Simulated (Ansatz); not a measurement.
# CdGeAs2 (I-42d): relaxation of cell and ions

What cell does CdGeAs2 (I-42d) relax to? The task is a relaxation of cell and ions, for CdGeAs2 (I-42d).

Computed with the Python package of Ansatz 0.2.0. Level of theory: DFT PBEsol, plane waves, PAW.

## (1) Starting point

The structure is tetragonal, space group I-42d (No. 122). Conventional cell: a = 5.978 Å, b = 5.978 Å, c = 11.329 Å, α = 90.00°, β = 90.00°, γ = 90.00°. Cd (site symmetry -4) has 4 As at 2.65 Å in its first shell of neighbours. Around Ge (site symmetry -4) lie 4 As at 2.45 Å. As (site symmetry 2) is surrounded by 2 Ge at 2.45 Å and 2 Cd at 2.65 Å.

No structure file is read: the coordinates are typed or built in the script.

## (2) The script

File cdgeas2_vcrelax.py:

```python
# -*- coding: utf-8 -*-
"""Variable-cell relaxation of CdGeAs2."""

import ansatz as az
from ase import Atoms
from ase.data import atomic_numbers
from ase.io import write
import matplotlib.pyplot as plt
import numpy as np
import spglib

def edges_and_angles(cell):
    cell = np.asarray(cell)
    a, b, c = np.linalg.norm(cell, axis=1)
    cosines = cell[1] @ cell[2] / (b * c), cell[0] @ cell[2] / (a * c), cell[0] @ cell[1] / (a * b)
    return (a, b, c, *np.degrees(np.arccos(cosines)))


def main():
    cell = (
        az.Lattice.of([-2.988875, 2.988875, 5.664297], [2.988875, -2.988875, 5.664297], [2.988875, 2.988875, -5.664297])
        .atom("Cd", [0.25, 0.75, 0.5])
        .atom("Cd", [0.5, 0.5, 0.0])
        .atom("Ge", [0.0, 0.0, 0.0])
        .atom("Ge", [0.75, 0.25, 0.5])
        .atom("As", [0.875, 0.346218, 0.971218])
        .atom("As", [0.653782, 0.625, 0.528782])
        .atom("As", [0.375, 0.903782, 0.028782])
        .atom("As", [0.096218, 0.125, 0.471218])
    )

    # shape and ions at fixed volume
    calculation = (
        cell.calculation()
        .functional("PBEsol")
        .kpoints(mesh=(6, 6, 6))
        .occupations("Fixed")
        .scf(tolerance=1e-10)
        .relax(fix_cell=["volume"], stress_tolerance=0.1)
        .density_of_states(energy_step=0.1, nscf_kmesh_spacing=0.2)
        .band_table()
    )
    steps = []


    def collect(event):
        if event["event"] == "relax_step":
            steps.append(event["data"])


    result = calculation.session().plan().execute(on_event=collect)
    r = result.report
    for s in steps:
        flag = "" if s["accepted"] else "  (rejected)"
        print("step %2d  E = %.5f eV  largest force component = %.4f eV/A%s" % (s["step"], s["lagrangian_ev"], s["allowed_force_max_ev_ang"], flag))

    first, last = steps[0], steps[-1]
    symbols = [site.symbol for site in result.lattice.sites]
    print(f"energy gained {first['lagrangian_ev'] - last['lagrangian_ev']:.4f} eV in {len(steps) - 1} steps")
    for label, vectors in (("before", first["cell_ang"]), ("after", result.lattice.cell_ang)):
        print(label, "a b c (A) {:.4f} {:.4f} {:.4f}  angles {:.2f} {:.2f} {:.2f}".format(*edges_and_angles(vectors)), f" V = {abs(np.linalg.det(vectors)):.3f} A^3")
    print("final stress xx yy zz (GPa, compression positive):", np.round(np.diag(r["stress_gpa"]), 3) + 0.0)

    print("relaxed fractional positions")
    for site in result.lattice.sites:
        print(f"  {site.symbol:2s}", " ".join(f"{v % 1:8.5f}" for v in np.round(site.position_frac, 5)))

    relaxed = Atoms(symbols, positions=[site.position_ang for site in result.lattice.sites], cell=result.lattice.cell_ang, pbc=True)
    write("relaxed.cif", relaxed, format="cif")

    fractions = [site.position_frac for site in result.lattice.sites]
    numbers = [atomic_numbers[s] for s in symbols]
    for tolerance in (1e-3, 1e-2, 1e-1):
        print(f"space group at {tolerance} A:", spglib.get_spacegroup((result.lattice.cell_ang, fractions, numbers), symprec=tolerance))

    print("%-22s %14.5f eV" % ("F = E - TS", r["free_energy_ev"]))
    print("%-22s %14.5f eV" % ("E", r["internal_energy_ev"]))
    print("%-22s %14.5f eV" % ("Harris-Foulkes", r["harris_foulkes_ev"]))
    print("%-22s %14.5f eV" % ("Fermi level", r["fermi_energy_ev"]))

    dos = result.density_of_states()
    energy = np.asarray(dos.energies_ev) - dos.fermi_ev
    top = min(levels[-1] for levels in r["eigenvalues_ev"]) - dos.fermi_ev  # the computed bands end here
    fig, ax = plt.subplots(figsize=(5, 3.2))
    for spin, channel in enumerate(dos.channels):
        ax.plot(energy, (-1) ** spin * np.asarray(channel.g_bin_mean_per_ev), lw=1)
    ax.axvline(0, color="k", ls=":")
    ax.set(xlim=(-10, min(8, top)), xlabel="E - E_F (eV)", ylabel="states/eV", title="CdGeAs2")
    fig.tight_layout()
    fig.savefig("dos.png", dpi=100)
    print("states below E_F:", round(float(np.interp(0.0, energy, dos.spin_summed_integrated)), 3))


if __name__ == "__main__":
    main()
```

## (3) What the engine is handed

The engine receives this input:

```yaml
crystal:
  lattice:
    - [-2.988875, 2.988875, 5.664297]
    - [2.988875, -2.988875, 5.664297]
    - [2.988875, 2.988875, -5.664297]
  atoms:
    - { symbol: Cd, position: [0.25, 0.75, 0.5] }
    - { symbol: Cd, position: [0.5, 0.5, 0.0] }
    - { symbol: Ge, position: [0.0, 0.0, 0.0] }
    - { symbol: Ge, position: [0.75, 0.25, 0.5] }
    - { symbol: As, position: [0.875, 0.346218, 0.971218] }
    - { symbol: As, position: [0.653782, 0.625, 0.528782] }
    - { symbol: As, position: [0.375, 0.903782, 0.028782] }
    - { symbol: As, position: [0.096218, 0.125, 0.471218] }
kpoints:
  mp_grid:
    grid: [6, 6, 6]
hamiltonian:
  xc: pbesol
scf:
  convergence:
    dr2_threshold: 1.0e-10
  occupations:
    method: fixed
relax:
  cell:
    stress_tol: 0.1
    fix: [volume]
output:
  dos:
    de: 0.1
    nscf_kmesh:
      kspacing: 0.2
  eigenvalues: true
```

## (4) The run

Launch:

```sh
$ python cdgeas2_vcrelax.py
```

Q: Predict the main results. Wanted: free energy; moves of the relaxation; energy gained; last largest force component; relaxed conventional cell; space group at the end.

As calculated:

| quantity | value |
| --- | --- |
| free energy | -44127.6542 eV (-5515.9568 eV/atom) |
| moves of the relaxation | 2 |
| energy gained (ahead of the last change of basis) | 0.9 meV/atom |
| last largest force component | 0.0002 eV/Å |
| relaxed conventional cell | a = 5.969 Å, b = 5.969 Å, c = 11.362 Å, α = 90.00°, β = 90.00°, γ = 90.00° |
| space group at the end | I-42d |

**Reading.** The volume hardly changed (some cell parameters were held, so the cell is relaxed in part), and the space group stayed I-42d. Part of the cell is held or a pressure is applied, so the end point needn't be the zero-pressure lattice. The count of states below the Fermi level is interpolated on the energy grid. With fixed filling the reported Fermi level is the top filled level among the k-points of the SCF. Only differences from the Fermi energy are physical; the zero of the scale is a convention. Energies along a relaxation are free energies. Rows at an unchanged volume are solved on a plane-wave basis chosen afresh for that cell, so the energy jumps there and such rows are no steps of the walk. Edges and angles that the script prints are those of the cell as typed, here a primitive one. The crystal has a gap of about 0.20 eV on the mesh; bins of finite width blur the band edges. This cell is a computed structure, which may not be the phase found in nature. The computed bands are complete only to about 5.7 eV above the Fermi level; beyond that the density of states is undercounted.
